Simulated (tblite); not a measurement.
# ClGeH3Se3: the cost of one run

Programs: tblite 0.8.0 and PySCF 2.14.0. All values are calculated, for the isolated system unless a continuum is named. Atoms count from 0, parts from 1.

### Step 1. The system as given

8 atoms, charge 0, multiplicity 1; geometry: distance geometry start.

### Step 2. Relaxing the cluster with GFN2-xTB

The job: settings as JSON, then the geometry in Å.

```
{"job": {"kind": "relax", "xc": "GFN2-xTB", "basis": "xTB"}, "charge": 0, "multiplicity": 1}
Se     2.969863    -0.997530     1.797784
Ge     0.759107    -0.495125     0.971685
Se     0.564570    -1.291413    -1.291107
Se    -0.881264    -1.555935     2.337614
Cl     0.437932     1.712845     1.027982
H      4.244002    -1.550989     2.369298
H      0.661742    -1.613939    -2.772603
H     -1.738909    -2.240025     3.396588
```

Level: GFN2-xTB geometry optimisation, gas phase.

Launch:

```bash
$ OMP_NUM_THREADS=1 python cluster_run.py task.json out
```

The driver reads the jobs from task.json and runs them one after another.

Q: Estimate the wall time of this first job on 1 thread of Arm Neoverse N1, shared host.

About 2.5 s.
